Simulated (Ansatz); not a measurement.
# SnH3: the cost of one run

Computed with Ansatz 0.2.0 (DFT PBE, scalar-relativistic, plane waves, PAW, unless a step's input says otherwise).

**1. Starting point**

Symmetry: P4/mmm, No. 123, tetragonal system. Conventional cell: a = 3.488 Å, b = 3.488 Å, c = 3.452 Å, α = 90.00°, β = 90.00°, γ = 90.00°. Sn (site symmetry 4/mmm) is surrounded by 12 H at 2.45 to 2.47 Å. H (site symmetry mmm) is surrounded by 4 Sn at 2.45 Å and 8 H at 2.45 to 2.47 Å. H (site symmetry 4/mmm) is surrounded by 8 H at 2.45 Å and 4 Sn at 2.47 Å.

Structure file:

```
Sn H
1.0
     3.48790    0.00000    0.00000
     0.00000    3.48790    0.00000
     0.00000    0.00000    3.45204
Sn H
1 3
Direct
  0.00000 0.00000 0.00000
  0.00000 0.50000 0.50000
  0.50000 0.00000 0.50000
  0.50000 0.50000 0.00000
```

This is candidate A: Cu3Pd type (P4/mmm, No. 123).

(A quick probe on a coarse mesh, which set the mesh and smearing, is not shown.)

**3. A loose first relaxation (candidate A)**

input.yaml reads:

```yaml
crystal:
  lattice:
    - [3.4878950071, 0.0, 0.0]
    - [0.0, 3.4878950071, 0.0]
    - [0.0, 0.0, 3.4520443145]
  atoms:
    - { symbol: Sn, position: [0.0, 0.0, 0.0] }
    - { symbol: H, position: [0.0, 0.5, 0.5] }
    - { symbol: H, position: [0.5, 0.0, 0.5] }
    - { symbol: H, position: [0.5, 0.5, 0.0] }
basis:
  ecutwfc: 420
kpoints:
  mp_grid: { grid: [6, 6, 6] }
hamiltonian:
  xc: pbe
scf:
  occupations: { method: gaussian, width: 0.1 }
  lower_state_search: "off"
output:
  forces: true
  stress: true
  eigenvalues: true
relax:
  adjacent_minimum: "off"
  f_tol: 0.04
  max_steps: 70
  cell: { stress_tol: 0.4 }
```

Started as:

```
$ ansatz run input.yaml --threads 1 --pin off --max-ram 2560MiB --backend cpu --events-out ev --progress --plain --runs-dir out
```

What time and memory should one allow on 1 thread of Arm Neoverse V1, shared host?

About 6.3 s, with a peak of 0.3 GiB.
